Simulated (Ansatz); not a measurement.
Run this with Ansatz's Python interface and show what comes out.

`c2h5bge_scan.py`
```python
"""Stretching a bond of C2H5BGe, the rest held rigid."""

from dataclasses import dataclass
import logging
import sys

import ansatz as az
from ase import Atoms
import numpy as np

logging.basicConfig(stream=sys.stdout, format="%(name)s: %(message)s")
logger = logging.getLogger("ansatz_job")
logger.setLevel(logging.INFO)


@dataclass
class Options:
    basis_set: str = "def2-SVP"
    xc: str = "r2SCAN"


opts = Options()

atoms = Atoms(["B", "Ge", "C", "C", "H", "H", "H", "H", "H"], positions=[
    (-1.5429, 1.0121, 0.055),
    (-0.4947, -0.6954, -0.1817),
    (1.349, -0.3367, 0.0586),
    (2.5222, -0.1077, 0.2115),
    (-1.3325, 1.9358, -0.6501),
    (-2.3629, 1.0886, 0.9015),
    (-0.9598, -1.737, 0.8676),
    (-0.7309, -1.2531, -1.6083),
    (3.5525, 0.0934, 0.3459),
])
c2h5bge = az.Crystal.molecule_from_ase(atoms)

symbols = [site.symbol for site in c2h5bge.cartesian_sites]
start = np.array([site.position_ang for site in c2h5bge.cartesian_sites])
axis = (start[4] - start[0]) / np.linalg.norm(start[4] - start[0])
moving = [4]
lengths, energies = [1.039, 1.086, 1.134, 1.181, 1.228, 1.275, 1.323, 1.394], []
for length in lengths:
    xyz = start.copy()
    xyz[moving] += (length - np.linalg.norm(start[4] - start[0])) * axis
    point = az.Crystal.molecule()
    for symbol, xyz in zip(symbols, xyz):
        point = point.atom(symbol, xyz.tolist())
    job = point.calculation()
    job = job.basis(gaussian=opts.basis_set)
    job = job.functional(opts.xc)
    report = job.run().report
    energies.append(report["free_energy_ev"])
    logger.info(f"r = {length:6.3f} A  E = {energies[-1]:.5f} eV  <S^2> = {abs(report['mean_field']['state']['spin_squared']):.3f}")

# quartic fit about the minimum
fit = np.polynomial.Polynomial.fit(lengths, np.array(energies) - min(energies), 4).convert()
roots = [r.real for r in fit.deriv().roots() if abs(r.imag) < 1e-9 and fit.deriv(2)(r.real) > 0]
r_e = min(roots, key=lambda r: abs(r - lengths[int(np.argmin(energies))]))
logger.info(f"minimum of the fit at {r_e:.4f} A, force constant {fit.deriv(2)(r_e):.2f} eV/A^2")
```

```console
$ python c2h5bge_scan.py
ansatz_job: r =  1.039 A  E = -59334.93369 eV  <S^2> = 0.000
ansatz_job: r =  1.086 A  E = -59335.16467 eV  <S^2> = 0.000
ansatz_job: r =  1.134 A  E = -59335.30422 eV  <S^2> = 0.000
ansatz_job: r =  1.181 A  E = -59335.36562 eV  <S^2> = 0.000
ansatz_job: r =  1.228 A  E = -59335.36779 eV  <S^2> = 0.000
ansatz_job: r =  1.275 A  E = -59335.32301 eV  <S^2> = 0.000
ansatz_job: r =  1.323 A  E = -59335.23916 eV  <S^2> = 0.000
ansatz_job: r =  1.394 A  E = -59335.06235 eV  <S^2> = 0.000
ansatz_job: minimum of the fit at 1.2058 A, force constant 23.65 eV/A^2
```

Total energies depend on the basis set; only differences at equal settings carry meaning. The rest of the molecule is held rigid at a force-field or estimated start geometry, and the basis set is modest; single-reference methods fail as a bond breaks. The orbitals are restricted, so S² is zero by construction. It ran for 41 s on 1 thread of Arm Neoverse V1, on a shared host, peak memory 0.22 GiB.

(Lines on the test bed's own set-up are left out of the output.)
